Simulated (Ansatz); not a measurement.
# Ba2CuSO2: a tetragonal deformation path

The task here is to estimate one member of a computed series from the others.

Program: Ansatz 0.2.0. Level of theory: DFT PBE+U, scalar-relativistic, plane waves, PAW. These are calculated values, not measurements.

2 further runs of the same task are left out: 2 set aside as unsound or not needed. Runs told in other sessions of the task aren't counted.

### The starting structure

It takes space group P4/mmm (No. 123, tetragonal). Conventional cell: a = 4.024 Å, b = 4.024 Å, c = 7.365 Å, α = 90.00°, β = 90.00°, γ = 90.00°. Ba (site symmetry 4mm) has 4 O at 2.74 Å and 4 S at 3.38 Å in its first shell of neighbours. Cu (site symmetry 4/mmm) has 4 O at 2.01 Å in its first shell of neighbours. Around S (site symmetry 4/mmm) lie 8 Ba at 3.38 Å and 2 Cu at 3.68 Å. Around O (site symmetry mmm) lie 2 Cu at 2.01 Å and 4 Ba at 2.74 Å.

Structure file:

```xyz
6
Lattice="4.0241 0.0000 0.0000 0.0000 4.0241 0.0000 0.0000 0.0000 7.3651" Properties=species:S:1:pos:R:3 pbc="T T T"
Ba    2.0120    2.0120    5.5379
Ba    2.0120    2.0120    1.8272
Cu    0.0000    0.0000    3.6825
S     0.0000    0.0000    0.0000
O     0.0000    2.0120    3.6825
O     2.0120    0.0000    3.6825
```

It goes back to an entry of the Materials Project, which need not be the stable form.

This cell was relaxed beforehand with the same method: volume 19.88 Å³/atom, gap on the mesh none (metal).

Set-up of the first run:

File input.yaml:

```yaml
crystal:
  lattice:
    - [4.0240984401, 0.0, 0.0]
    - [0.0, 4.0240984401, 0.0]
    - [0.0, 0.0, 7.3650667489]
  atoms:
    - { symbol: Ba, position: [0.5, 0.5, 0.7519106402] }
    - { symbol: Ba, position: [0.5, 0.5, 0.2480893598] }
    - { symbol: Cu, position: [0.0, 0.0, 0.5] }
    - { symbol: S, position: [0.0, 0.0, 0.0] }
    - { symbol: O, position: [0.0, 0.5, 0.5] }
    - { symbol: O, position: [0.5, 0.0, 0.5] }
basis:
  ecutwfc: 420
kpoints:
  mp_grid: { grid: [14, 14, 8] }
hamiltonian:
  xc: pbe
  hubbard: { sites: [{ species: Cu, l: d, u_eff: 4.0 }] }
scf:
  occupations: { method: gaussian, width: 0.15 }
output:
  forces: true
  stress: true
  eigenvalues: true
```

The run is started by

```console
ansatz run input.yaml --threads 1 --pin off --max-ram 2560MiB --backend cpu --events-out ev --progress --plain --runs-dir out
```

Steps of the session up to this table: Zero of the scan; At ρ = 0.850; At ρ = 1.200; Point ρ = 0.920; Point ρ = 1.100.

One table of the session follows, with a row left open; its other results are not shown here.

```
    ρ  ΔE (meV/atom)  pressure (GPa)
0.850           91.3            -1.3
0.920           24.8            -0.8
1.000            0.0             0.0
1.100              ?               ?
1.200          149.4             2.5
```

**Question.** Estimate the row for ρ = 1.100.

Worked estimate for «ΔE (meV/atom)». A straight line through the neighbours (1.000, 0.0) and (1.200, 149.4) gives 0.0 + (149.4 − 0.0) × (1.100 − 1.000) / (1.200 − 1.000) = 74.7; a parabola fitted to 3 rows on both sides gives 37.0.

The run gave: ΔE (meV/atom): 38.9; pressure (GPa): 1.1. In «ΔE (meV/atom)» the line misses by +35.8 and the parabola by -1.9.

To keep in mind: The final runs have no spin polarisation, so a magnetic state may lie lower. Warnings in the runs' records: filled band counts differ across k points, seeded moment not kept.
